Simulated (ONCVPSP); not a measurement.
# Pseudopotential generation for copper: ONCV, PBE

Do these settings give a usable potential? It is generated, then checked for transferability, scattering, ghosts and hardness.

Method: ONCVPSP 4.0.1, PBE, non-relativistic.

## 1. The atom and the settings

Typed settings, in words:

```
element                 : copper (Cu, Z = 29)
type                    : optimised norm-conserving Vanderbilt (ONCV)
frozen core             : [Ne]
valence charge          : 19
reference configuration : 3s2 3p6 3d8 (charge +3)
partial waves           : 3s: rc 0.65 bohr, ncon 3, nbas 7, qcut 9.2 1/bohr, 2 projectors, debl 2 Ha; 3p: rc 0.95 bohr, ncon 4, nbas 8, qcut 11.8 1/bohr, 2 projectors, debl 2.3 Ha; 3d: rc 1.25 bohr, ncon 4, nbas 9, qcut 14.2 1/bohr, 2 projectors, debl 2.4 Ha
local potential         : polynomial inside 0.60 bohr (lpopt 3, dvloc0 2 Ha)
core correction         : Teter function fitted to the true core (icmod 2), fcfact 0.35
```

The outer shells as boxes (Hund's rule for the drawing; the calculation is spin-unpolarised):

```
[Ne] core
3s [↑↓]
3p [↑↓][↑↓][↑↓]
3d [↑↓][↑↓][↑↓][↑ ][↑ ]
```

## 2. Generating the potential

Input file Cu.dat:

```
# ATOM AND REFERENCE CONFIGURATION
# atsym  z   nc   nv     iexc    psfile
  Cu 29.00    3    3        4      upf
#
#   n    l    f
    1    0    2.00
    2    0    2.00
    2    1    6.00
    3    0    2.00
    3    1    6.00
    3    2    8.00
#
# PSEUDOPOTENTIAL AND OPTIMIZATION
# lmax
    2
#
#   l,   rc,      ep,       ncon, nbas, qcut
    0    0.65    0.00    3    7    9.20
    1    0.95    0.00    4    8   11.80
    2    1.25    0.00    4    9   14.20
#
# LOCAL POTENTIAL
# lloc, lpopt,  rc(5),   dvloc0
    4    3    0.60    2.00
#
# VANDERBILT-KLEINMAN-BYLANDER PROJECTORs
# l, nproj, debl
    0    2    2.00
    1    2    2.30
    2    2    2.40
#
# MODEL CORE CHARGE
# icmod, fcfact, rcfact
    2    0.35    0.95
#
# LOG DERIVATIVE ANALYSIS
# epsh1, epsh2, depsh
   -7.00    5.00    0.04
#
# OUTPUT GRID
# rlmax, drl
    6.00    0.01
#
# TEST CONFIGURATIONS
# ncnf
    4
# nvcnf
#   n    l    f
    4
    3    0    2.00
    3    1    6.00
    3    2   10.00
    4    0    1.00
#
    3
    3    0    2.00
    3    1    6.00
    3    2   10.00
#
    3
    3    0    2.00
    3    1    6.00
    3    2    9.00
#
    4
    3    0    2.00
    3    1    6.00
    3    2    9.00
    4    0    1.00
#
```

On the command line:

```
$ oncvpspnr.x < Cu.dat > Cu.out
```

Q: Predict the outcome of this session. Wanted: cutoffs; bound ghosts; GHOST(+) flags; largest miss of a reference level; largest test error; largest phase difference near zero energy, channels read; rms error of d²Exc/dn², without and with the model core; projector energies reset by the program.

The runs gave:

| quantity | value |
| --- | --- |
| cutoffs | not determined |
| bound ghosts | none found |
| GHOST(+) flags | s at 740 eV |
| largest miss of a reference level | 15 meV (3s) |
| largest test error (AE − PS) | +49 meV, for 3s2 3p6 3d10 |
| largest phase difference near zero energy, channels read | 0.000 rad |
| rms error of d²Exc/dn², without and with the model core | 2.28 and 2.12 mHa |
| projector energies reset by the program | s: -5.770, 0.250 Ha; p: -4.294, 0.250 Ha |

What this shows: By total energies transferability is fair: the largest error is 49 meV on 60.8 eV, for 3s2 3p6 3d10. That test lies far up in energy; among those under 40 eV, nearer to bonding, the largest error is 24 meV. It is free of bound ghosts as far as tested. Near zero energy the phases of the channels with partial waves agree within 0.001 rad. The program also flags highly localised states, GHOST(+) (s). These are tests on the free atom; a crystal test is still owed.
